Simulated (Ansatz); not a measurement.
The system is Ba2Tl5V3O12.

```
Ba V Tl O
1.0
     4.23698    2.44622    6.12840
    -4.23698    2.44622    6.12840
     0.00000   -4.89244    6.12840
Ba V Tl O
2 3 5 12
Cartesian
  0.0000 0.0000 9.1926
  0.0000 0.0000 0.0000
  0.0000 2.4462 6.1284
  -2.1185 -1.2231 6.1284
  2.1185 -1.2231 6.1284
  0.0000 -2.4462 3.0642
  2.1185 1.2231 3.0642
  -2.1185 1.2231 3.0642
  0.0000 0.0000 13.6133
  0.0000 0.0000 4.7719
  2.6932 -0.0671 7.4143
  -1.2885 2.3659 7.4143
  -1.4047 -2.2988 7.4143
  -1.4047 2.2988 10.9708
  2.6932 0.0671 10.9708
  -1.2884 -2.3659 10.9708
  -2.6932 0.0671 10.9708
  1.2884 -2.3659 10.9708
  1.4047 2.2988 10.9708
  1.4047 -2.2988 7.4143
  -2.6932 -0.0671 7.4143
  1.2885 2.3659 7.4143
```

The cell was built by a generator and needn't be a form met in nature.

Base run:

| Item | Value |
| --- | --- |
| Program | Ansatz 0.2.0 |
| Functional | BLYP |
| Potentials or basis | Ansatz PAW |
| Cutoff | 420 eV |
| Density cutoff | 1680 eV |
| k mesh | 4 × 4 × 4 |
| Occupations | fermi-dirac, width 0.05 eV |
| Spin | collinear spin, ferromagnetic start |
| Starting moments | [0.0, 0.0, 2.0, 2.0, 2.0, 0.0, 0.0, 0.0, 0.0, 0.0, 0.0, 0.0, 0.0, 0.0, 0.0, 0.0, 0.0, 0.0, 0.0, 0.0, 0.0, 0.0] μB |

Its results: band gap on the k mesh none (metal or under the smearing width); pressure 3.9 GPa; net moment 1.07 μB per cell; site moments Ba +0.00, -0.00; V +0.23; Tl -0.00, +0.02; O -0.01 μB; largest force 0.200 eV/Å.

Problem. The run is repeated on the same cell with these changes: functional from BLYP to RPBE. What comes out?

Solution. Band gap on the k mesh none (metal or under the smearing width); pressure 3.1 GPa; net moment 1.13 μB per cell; site moments Ba +0.00, -0.00; V +0.25; Tl -0.00, +0.02; O -0.02 μB; largest force 0.118 eV/Å.

Caveats: the potentials were made for another functional, which shifts forces and pressure; semilocal functionals often make such compounds metallic where correlation or magnetic order opens a gap, which also shifts bond lengths; the PAW data sets come from PBE, with cores solved anew for the run's functional, which leaves a small shift of forces and pressure.

Not every run made on this cell is shown here.
